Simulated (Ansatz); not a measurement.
Predict the output of the script below (the Python package of Ansatz (0.2.0)).

Contents of `POSCAR_kbatbbio6`:
```text
KBaTbBiO6
1.0
   0.00000000    4.37149722    4.37149722
   4.37149722    0.00000000    4.37149722
   4.37149722    4.37149722    0.00000000
K Ba Tb Bi O
1 1 1 1 6
Direct
   0.75000000    0.75000000    0.75000000
   0.25000000    0.25000000    0.25000000
   0.50000000    0.50000000    0.50000000
   0.00000000    0.00000000    0.00000000
   0.75682710    0.24317290    0.24317290
   0.24317290    0.75682710    0.75682710
   0.75682710    0.75682710    0.24317290
   0.24317290    0.24317290    0.75682710
   0.24317290    0.75682710    0.24317290
   0.75682710    0.24317290    0.75682710
```

The script, `kbatbbio6.py`:
```python
from pathlib import Path

import ansatz as az
from ase.io import read

atoms = read("POSCAR_kbatbbio6", format="vasp")
kbatbbio6 = az.Crystal.from_ase(atoms).moments(Tb=6)

model = kbatbbio6.calculation()
model = model.functional("pbe").occupations("Marzari-Vanderbilt")
model = model.spin(az.SpinTreatment.COLLINEAR).kpoints(5, center="gamma")
model = model.phonons("dfpt", mesh=2)
Path("written.yaml").write_text(model.to_yaml())
back = az.Calculation.from_yaml("written.yaml")
print(back.to_python())
print("same input:", back.to_yaml() == model.to_yaml())
```

```console
$ python kbatbbio6.py
(
    az.Lattice.of(((0.0, 4.37149722, 4.37149722), (4.37149722, 0.0, 4.37149722), (4.37149722, 4.37149722, 0.0)))
    .atom("K", (0.75, 0.75, 0.75))
    .atom("Ba", (0.25, 0.25, 0.25))
    .atom("Tb", (0.5, 0.5, 0.5))
    .atom("Bi", (0.0, 0.0, 0.0))
    .atom("O", (0.7568271, 0.2431729, 0.2431729))
    .atom("O", (0.24317290000000003, 0.7568271, 0.7568271))
    .atom("O", (0.7568271, 0.7568271, 0.24317290000000003))
    .atom("O", (0.2431729, 0.2431729, 0.7568271))
    .atom("O", (0.2431729, 0.7568271, 0.2431729))
    .atom("O", (0.7568271, 0.24317290000000003, 0.7568271))
    .moments({"Tb": 6.0})
    .calculation()
    .kpoints(5, 5, 5, shift=(0.0, 0.0, 0.0))
    .functional("pbe")
    .spin("collinear")
    .occupations(method="cold")
    .phonons(method="dfpt", mesh=(2, 2, 2))
)

same input: True
```

It writes `written.yaml`:
```yaml
crystal:
  lattice:
    - [0.0, 4.37149722, 4.37149722]
    - [4.37149722, 0.0, 4.37149722]
    - [4.37149722, 4.37149722, 0.0]
  atoms:
    - { symbol: K, position: [0.75, 0.75, 0.75] }
    - { symbol: Ba, position: [0.25, 0.25, 0.25] }
    - { symbol: Tb, position: [0.5, 0.5, 0.5] }
    - { symbol: Bi, position: [0.0, 0.0, 0.0] }
    - { symbol: O, position: [0.7568271, 0.2431729, 0.2431729] }
    - { symbol: O, position: [0.24317290000000003, 0.7568271, 0.7568271] }
    - { symbol: O, position: [0.7568271, 0.7568271, 0.24317290000000003] }
    - { symbol: O, position: [0.2431729, 0.2431729, 0.7568271] }
    - { symbol: O, position: [0.2431729, 0.7568271, 0.2431729] }
    - { symbol: O, position: [0.7568271, 0.24317290000000003, 0.7568271] }
kpoints:
  mp_grid:
    grid: [5, 5, 5]
    shift: [0.0, 0.0, 0.0]
hamiltonian:
  xc: pbe
magnetization:
  spin_polarized: true
  per_species:
    Tb: 6.0
scf:
  occupations:
    method: cold
phonons:
  method: dfpt
  qmesh: [2, 2, 2]
```

The input is only written out: it wasn't run, and its settings aren't tested. The structure comes from a database and needn't be a stable phase.
